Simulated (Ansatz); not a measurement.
# C2H6Cl2Si: up Jacob's ladder to CCSD(T)

How much do the methods differ for C2H6Cl2Si? The plan is to run it at one geometry with functionals of several rungs and with coupled cluster, and see how far each lands from CCSD(T) at the basis-set limit for the atomisation energy.

The runs use Ansatz 0.2.0, Gaussian basis; functionals in def2-TZVPP, the program's frozen cores in correlated methods.

Levels to be run: LDA (SPW92), PBE-D4, revPBE-D4, BLYP-D4, r2SCAN-D4, B97M-V, PBE0-D4, B3LYP-D4, r2SCANh-D4, r2SCAN0-D4, HSE06-D4, BHLYP-D4, CAM-B3LYP-D4, LC-ωPBE, ωB97X-V, ωB97M-V, B2PLYP, PBE-QIDH; CCSD(T)/def2-SVP; CCSD(T)/def2-TZVPP; MP2/def2-QZVPP; extrapolation to the limit; RPA on PBE.

### Step 1. The relaxed structure

All runs share one geometry, relaxed beforehand with PBE0-D4 in a triple-zeta def2 set.

SMILES `C[Si](C)(Cl)Cl`, 11 atoms, charge 0, spin multiplicity 1.

Atoms are counted from 1 here; the program's logs count them from 0.

Bond lengths: C1–Si2 1.851 Å, C1–H6 1.093 Å, C1–H7 1.091 Å, C1–H8 1.093 Å, Si2–C3 1.851 Å, Si2–Cl4 2.058 Å, Si2–Cl5 2.058 Å, C3–H9 1.093 Å, C3–H10 1.091 Å, C3–H11 1.093 Å. Angles: Si2–C1–H6 110.3°, Si2–C1–H7 110.5°, Si2–C1–H8 110.3°, H6–C1–H7 108.5°, H6–C1–H8 108.7°, H7–C1–H8 108.5°, C1–Si2–C3 114.5°, C1–Si2–Cl4 108.6°, C1–Si2–Cl5 108.6°, C3–Si2–Cl4 108.6°, C3–Si2–Cl5 108.6°, Cl4–Si2–Cl5 107.7°, Si2–C3–H9 110.3°, Si2–C3–H10 110.5°, Si2–C3–H11 110.3°, H9–C3–H10 108.5°, H9–C3–H11 108.7°, H10–C3–H11 108.5°.

### Step 2. LDA

This LDA is Slater exchange with PW92 correlation.

Contents of in.yaml:

```yaml
crystal:
  periodic: [false, false, false]
  atoms:
    - {symbol: C, position_ang: [-1.467869, 0.257201, 0.573451]}
    - {symbol: Si, position_ang: [0.057997, 0.400378, -0.463684]}
    - {symbol: C, position_ang: [1.415697, -0.766983, 0.003571]}
    - {symbol: Cl, position_ang: [-0.449923, 0.064359, -2.429673]}
    - {symbol: Cl, position_ang: [0.769913, 2.326344, -0.322747]}
    - {symbol: H, position_ang: [-1.233688, 0.459249, 1.621465]}
    - {symbol: H, position_ang: [-2.223196, 0.972423, 0.243270]}
    - {symbol: H, position_ang: [-1.885812, -0.749377, 0.495227]}
    - {symbol: H, position_ang: [1.726746, -0.591986, 1.036348]}
    - {symbol: H, position_ang: [2.280789, -0.627536, -0.647003]}
    - {symbol: H, position_ang: [1.074845, -1.800971, -0.089625]}
basis:
  gaussian: {orbitals: def2-TZVPP}
hamiltonian: {xc: lda}
output: {orbitals: {seedname: orbitals}}
```

Launch:

```sh
$ ansatz run in.yaml --threads 4 --pin off --events-out ev --progress --plain --max-ram 10444MiB
```

After this run come: PBE-D4 (GGA); revPBE-D4 (GGA); BLYP-D4 (GGA); r2SCAN-D4 (meta-GGA); B97M-V (meta-GGA); PBE0-D4 (hybrid); B3LYP-D4 (hybrid); r2SCANh-D4 (hybrid); r2SCAN0-D4 (hybrid); HSE06-D4 (hybrid); BHLYP-D4 (hybrid); CAM-B3LYP-D4 (range-separated); LC-ωPBE (range-separated); ωB97X-V (range-separated); ωB97M-V (range-separated); B2PLYP (double hybrid); PBE-QIDH (double hybrid); CCSD(T) in def2-SVP; CCSD(T) in def2-TZVPP; MP2 in def2-QZVPP; RPA on PBE orbitals.

Q: Predict the results of all the runs planned. Wanted: atomisation energy, CCSD(T)/CBS; farthest beyond LDA; mean size of error, GGA; mean size of error, meta-GGA; mean size of error, hybrid; mean size of error, range-separated; mean size of error, double hybrid; gap, smallest and largest; T1 diagnostic.

**Answer**, as computed:

```
                               quantity                                                                                           value
        atomisation energy, CCSD(T)/CBS                                                                                  972.1 kcal/mol
functionals within 4.9 kcal/mol (0.5 %)  r2SCAN-D4, PBE0-D4, r2SCANh-D4, r2SCAN0-D4, HSE06-D4, CAM-B3LYP-D4, ωB97X-V, ωB97M-V, PBE-QIDH
                    farthest beyond LDA                                                                       BHLYP-D4 (-21.3 kcal/mol)
                mean size of error, GGA                                                                                   10.9 kcal/mol
           mean size of error, meta-GGA                                                                                    5.6 kcal/mol
             mean size of error, hybrid                                                                                    6.1 kcal/mol
    mean size of error, range-separated                                                                                    3.9 kcal/mol
      mean size of error, double hybrid                                                                                    7.9 kcal/mol
              gap, smallest and largest                                                       7.14 eV (LDA (SPW92)), 14.41 eV (LC-ωPBE)
                          T1 diagnostic                                                                                          0.0087
triples share of the correlation energy                                                                                           4.0 %
```

**Reading.** LDA overbinds by 118.0 kcal/mol (12 %). PBE-D4 misses by +9.4 kcal/mol. Double hybrids carry the basis error of their MP2 part in triple zeta, and no dispersion term here, so their miss is partly the set-up's. Taken by rung, range-separated functionals do best (3.9 kcal/mol on average) and GGA ones worst beyond LDA (10.9 kcal/mol). The gap between the best rungs is small, so their order is not settled. Misses under about 4.9 kcal/mol are within the doubt on the reference itself, which lacks core-valence correlation, relativity and higher excitations. Hartree-Fock recovers 76 % of the binding; the rest is correlation. CCSD(T) in def2-SVP is off by -58.3 kcal/mol, which most functionals beat. The gap grows from 7.1 to 14.4 eV across the functionals, mostly with the share of exact exchange.
